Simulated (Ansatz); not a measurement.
The same calculation of CH7BClNSi, SMILES NCB[SiH2]Cl as a Python script and as an input file (Ansatz 0.2.0, Python API).

`ch7bclnsi_energy.py`
```python
"""Single point of CH7BClNSi."""

import json

import ansatz as az

params = {
    "basis_set": "def2-SVP",
}

geometry_ang = [
    ("N", (-0.197, 1.7964, 0.8457)),
    ("C", (-0.7999, 0.5284, 0.5054)),
    ("B", (0.3411, -0.5444, 0.4132)),
    ("Si", (0.8097, -1.4896, -1.2287)),
    ("Cl", (1.2213, -0.1318, -2.7449)),
    ("H", (-1.0216, 2.5544, 0.761)),
    ("H", (0.078, 1.8354, 1.8415)),
    ("H", (-1.4915, 0.2355, 1.274)),
    ("H", (-1.3115, 0.5997, -0.4327)),
    ("H", (1.0375, -0.7647, 1.4043)),
    ("H", (-0.47, -2.2589, -1.6)),
    ("H", (1.881, -2.4154, -1.0047)),
]
molecule = az.Crystal.molecule()
for symbol, xyz in geometry_ang:
    molecule = molecule.atom(symbol, xyz)

model = (
    molecule.calculation()
    .basis(gaussian=params["basis_set"])
    .functional(az.LibraryFunctional("PBE-QIDH"))
)
done = model.run()
report = done.report

print("reference energy %16.6f eV" % report["reference_energy_ev"])
print("total energy     %16.6f eV" % report["free_energy_ev"])
print("occupied orbitals outside the frozen core (up, down):", report["n_occupied"], " frozen:", report["n_frozen"], " virtual:", report["n_virtual"])

field = report["mean_field"]
print("<S^2> =", round(abs(field["state"]["spin_squared"]), 4), " all-electron relativity setting:", field["relativity"])
print("passes:", field["passes"])
if "symmetry" in field:
    print("occupied orbitals by irrep:", field["symmetry"]["occupied"])
with open("ch7bclnsi.json", "w") as handle:
    json.dump({k: report[k] for k in ("free_energy_ev", "reference_energy_ev", "n_occupied", "n_virtual")}, handle, indent=1)
```

`python ch7bclnsi_energy.py` gives:
```text
reference energy    -23683.839977 eV
total energy        -23690.255456 eV
occupied orbitals outside the frozen core (up, down): [15, 15]  frozen: 13  virtual: [85, 85]
<S^2> = 0.0  all-electron relativity setting: none
passes: {'evaluations': 17, 'products': 26}
occupied orbitals by irrep: [{'A': 28}, {'A': 28}]
```

`input.yaml`:
```yaml
crystal:
  periodic: [false, false, false]
  atoms:
    - { symbol: "N", position_ang: [-0.197, 1.7964, 0.8457] }
    - { symbol: C, position_ang: [-0.7999, 0.5284, 0.5054] }
    - { symbol: B, position_ang: [0.3411, -0.5444, 0.4132] }
    - { symbol: Si, position_ang: [0.8097, -1.4896, -1.2287] }
    - { symbol: Cl, position_ang: [1.2213, -0.1318, -2.7449] }
    - { symbol: H, position_ang: [-1.0216, 2.5544, 0.761] }
    - { symbol: H, position_ang: [0.078, 1.8354, 1.8415] }
    - { symbol: H, position_ang: [-1.4915, 0.2355, 1.274] }
    - { symbol: H, position_ang: [-1.3115, 0.5997, -0.4327] }
    - { symbol: H, position_ang: [1.0375, -0.7647, 1.4043] }
    - { symbol: H, position_ang: [-0.47, -2.2589, -1.6] }
    - { symbol: H, position_ang: [1.881, -2.4154, -1.0047] }
basis:
  gaussian: { orbitals: def2-SVP }
hamiltonian:
  xc: { name: PBE-QIDH }
```

On the command line:
```console
$ ansatz run input.yaml --threads 1 --pin off --max-ram 4096MiB --backend cpu --events-out ev --progress --plain --runs-dir out
Engine: ansatz 0.2.0, aarch64-unknown-linux-gnu
Functional definition: PBE-QIDH
  parameter a = 3^(-1/3)
  parameter c = 1/3
  exchange = (1 - a)*pbe_x + a*exact_x
  correlation = (1 - c)*pbe_c + c*(mp2_os + mp2_ss)
1120 factors; integrals over basis functions are off by at most 1.5e-3 eV
mean field evaluation 1: about -23681.0363 eV, gradient 3.3e1 eV
mean field evaluation 2: about -23681.0928 eV, gradient 3.3e1 eV
mean field evaluation 4: about -23683.8155 eV, gradient 2.7e0 eV
mean field evaluation 8: about -23683.8399 eV, gradient 4.7e-2 eV
mean field evaluation 16: about -23683.8400 eV, gradient 6.1e-5 eV
mean field -23683.83996431 eV, -870.3650652051 hartree, gradient 3.1e-6 eV, S^2 0.000000; 0 other end points of the search recorded, 0 dependent functions left out
13 core orbitals not correlated: weight in the atoms' cores, before any rotation towards them, 1.000 or more for the frozen orbitals, at most 0.000 for the correlated occupied ones
reference -23683.83997668 eV, -870.3650656596 hartree; 15, 15 occupied and 85, 85 virtual orbitals, 1120 factors
second order -19.24643747 eV of doubles, -0.00000000 eV of singles
Total energy: -23690.25545583 eV, -870.6008301700 hartree
```

Reading the output:
- Total energies depend on the basis set; only differences at equal settings carry meaning.
- The geometry is a force-field or estimated start, not a minimum of this method, and the basis set is short of its limit.
- It ran for 7.2 s on 1 thread of Arm Neoverse V1, on a shared host, peak memory 0.28 GiB.
